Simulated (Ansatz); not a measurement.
# BiRu (rocksalt type): how the settings move a single-point run

How sensitive is a single-point run of BiRu (rocksalt type) to its settings? A reference run comes first, then one run with altered input.

Computed with Ansatz 0.2.0 (reference: DFT, LDA, PAW with Ansatz's default frozen-core files, scalar-relativistic, unless a step's input says otherwise).

1 further run of the same task is left out (it didn't finish). Runs told in other sessions of the task aren't counted.

## (1) The system as given

The structure is cubic, space group Fm-3m (No. 225). Conventional cell: a = 5.036 Å, b = 5.036 Å, c = 5.036 Å, α = 90.00°, β = 90.00°, γ = 90.00°. Around Ru (site symmetry m-3m) lie 6 Bi at 2.52 Å. Bi (site symmetry m-3m) has 6 Ru at 2.52 Å in its first shell of neighbours.

Coordinates:

```xyz
2
Lattice="0.0000 2.5181 2.5181 2.5181 0.0000 2.5181 2.5181 2.5181 0.0000" Properties=species:S:1:pos:R:3 pbc="T T T"
Ru    0.0000    0.0000    0.0000
Bi    2.5181    2.5181    2.5181
```

## (2) Reference

input.yaml reads:

```yaml
crystal:
  lattice:
    - [0.0, 2.5181006218, 2.5181006218]
    - [2.5181006218, 0.0, 2.5181006218]
    - [2.5181006218, 2.5181006218, 0.0]
  atoms:
    - { symbol: Ru, position: [0.0, 0.0, 0.0] }
    - { symbol: Bi, position: [0.5, 0.5, 0.5] }
kpoints:
  mp_grid: { grid: [13, 13, 13] }
scf:
  occupations: { method: fermi_dirac, width: 0.08 }
hamiltonian:
  xc: lda
  pseudopotentials: { kind: paw }
output:
  forces: true
  stress: true
  eigenvalues: true
  populations: true
```

Started as:

```console
$ ansatz run input.yaml --threads 1 --pin off --max-ram 2048MiB --backend cpu --events-out ev --progress --plain --runs-dir out
```

## (3) Changing settings: occupations.method gaussian, occupations.width 0.001, dr2_threshold 1.0e-11, hubbard.sites [{species: Ru, l: d, u_eff: 3.0}], hubbard.double_counting fll

input.yaml, as its differences from that of step 2:

```diff
@@ -11,3 +11,4 @@
 scf:
-  occupations: { method: fermi_dirac, width: 0.08 }
+  occupations: { method: gaussian, width: 0.001 }
+  convergence: { dr2_threshold: 1.0e-11 }
 hamiltonian:
@@ -15,2 +16,3 @@
   pseudopotentials: { kind: paw }
+  hubbard: { sites: [{ species: Ru, l: d, u_eff: 3.0 }], double_counting: fll }
 output:
```

**Question.** What will these runs give? Wanted: for each run, ending; energy change; pressure; gap; force.

**Answer**, as computed:

| run | ending | energy change | pressure (GPa) | gap (eV) | force (eV/Å) | cycles | time |
| --- | --- | --- | --- | --- | --- | --- | --- |
| reference | converged | 0 | 54.5 | 0.00 | 0.00 | 6 | 2.2 s |
| 1: occupations.method gaussian, occupations.width 0.001, dr2_threshold 1.0e-11, hubbard.sites [{species: Ru, l: d, u_eff: 3.0}], hubbard.double_counting fll | converged | +1.13 eV/atom (σ→0) (Hubbard term changed: no physical gain or loss) | 51.2 | 0.00 | 0.00 | 9 | 4.2 s |

Residual by cycle in the longest SCF loop of each run; runs are numbered as in the table. The quantity is the density residual dr2, in eV.

```
cycle  reference    run 1
    1     0.0682    0.317
    2    0.00304   0.0583
    3     4.5e-4    0.143
    4     2.9e-5  0.00759
    5     3.1e-6   7.3e-5
    6     9.3e-8   3.9e-6
    7          -   9.1e-8
    8          -  2.2e-10
    9          -  2.1e-12
```

What this shows: Changing the smearing, convergence setting, Hubbard U and double counting of the Hubbard term moves the energy by +1.13 eV/atom (σ→0 values), and the pressure goes from 54.5 to 51.2 GPa. The U term adds an energy of its own, so the shift says nothing about which run is better. Cost: 9 SCF cycles against 6, 4.2 s against 2.2 s. A changed U is a change of model: its shifts are not errors of convergence. The structure is not at rest: the sound run finds 55 GPa, so these are no properties of the relaxed crystal. 
